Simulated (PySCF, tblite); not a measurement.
# C4H12Si3: geometry, infrared bands and NMR shifts

Aim: predict the infrared bands and NMR shifts of C4H12Si3 (`C=C[Si@H]1[SiH2][C@H](C)[SiH2]1`).

Programs: tblite 0.8.0 and PySCF 2.14.0, with density-fitted response routines of our own. Each step states its level of theory. These are calculated values for one molecule in the gas phase, unless marked as measured. Atoms count from 0, in the outputs and in this text.

### 1 Starting geometry

19 atoms, charge 0, multiplicity 1; geometry from: force field or distance geometry start.

Bonds of the start (Å): C0–C1 1.33, C1–Si2 1.85, Si2–Si3 2.23, Si3–C4 1.90, C4–C5 1.52, C4–Si6 1.87, Si6–Si2 2.20, C0–H7 1.10, C0–H8 1.08, C1–H9 1.10, Si2–H10 1.45, Si3–H11 1.47, Si3–H12 1.44, C4–H13 1.10, C5–H14 1.11, C5–H15 1.10, C5–H16 1.13, Si6–H17 1.45, Si6–H18 1.46.

### 2 Optimising the geometry with GFN2-xTB

The job: settings as JSON, then the geometry in Å.

```
{"job": {"kind": "relax", "xc": "GFN2-xTB", "basis": "xTB"}, "charge": 0, "multiplicity": 1}
C     -3.268000     1.030300    -0.659800
C     -2.606500     0.061600    -0.041900
Si    -0.878000    -0.405800    -0.501700
Si     0.576300     1.252600    -0.202900
C      1.729400    -0.064300     0.541200
C      2.563300    -0.593100    -0.620000
Si     0.389000    -1.252700     1.088200
H     -2.719000     1.534300    -1.465300
H     -4.279500     1.309500    -0.389400
H     -3.082000    -0.486200     0.788300
H     -0.846000    -1.026100    -1.813500
H      0.219800     2.213400     0.849300
H      1.065900     1.840200    -1.418500
H      2.350300     0.279700     1.378500
H      1.895300    -1.233500    -1.226600
H      3.469400    -1.089000    -0.239600
H      2.786900     0.301800    -1.269300
H     -0.115100    -1.033000     2.435100
H      0.738700    -2.630600     0.775600
```

Started as:

```
$ OMP_NUM_THREADS=1 python probes_run.py task.json out
```

The driver reads the jobs from task.json and runs them one after another.

**Question.** This job is followed by: GFN2-xTB harmonic vibrations, gas phase; GIAO PBE0/pcSseg-1 NMR shielding, non-relativistic, gas phase. Predict these results of the whole session: strongest single infrared mode (GFN2-xTB); zero-point energy (GFN2-xTB); 13C shifts against TMS (PBE0/pcSseg-1); 1H shifts against TMS (PBE0/pcSseg-1, means over atoms taken as alike); 29Si shifts against TMS (PBE0/pcSseg-1, means over atoms taken as alike).

The runs gave:

```
                                                                quantity                                               value
                               strongest single infrared mode (GFN2-xTB)                               2175 cm⁻¹, 946 km/mol
                                            zero-point energy (GFN2-xTB)                                       85.5 kcal/mol
                                  13C shifts against TMS (PBE0/pcSseg-1)                         145.7, 139.2, 21.6, 7.5 ppm
  1H shifts against TMS (PBE0/pcSseg-1, means over atoms taken as alike)  6.64, 6.64, 6.34, 5.15, 4.73, 4.34, 1.49, 1.43 ppm
29Si shifts against TMS (PBE0/pcSseg-1, means over atoms taken as alike)                                    -43.7, -53.5 ppm
```

What this shows: The optimisation took 233 steps and gained 0.930 eV; among the close pairs (by a distance rule), Si2–Si6 changed most, from 2.202 to 2.348 Å. All 51 modes are real, so the xTB geometry is a minimum. The strongest single mode, at 2175 cm⁻¹, is spread over several atoms, H17, H11, H18 among them. Unscaled tight-binding wavenumbers are off by several per cent, some by more. Its intensities can rank the bands wrongly. C0 (terminal =CH2 carbon) lies farthest downfield among carbon, at 145.7 ppm; as expected for a trigonal carbon in a double bond. H9 (hydrogen on an alkene CH) lies farthest downfield among hydrogen, at 6.64 ppm; olefinic region.
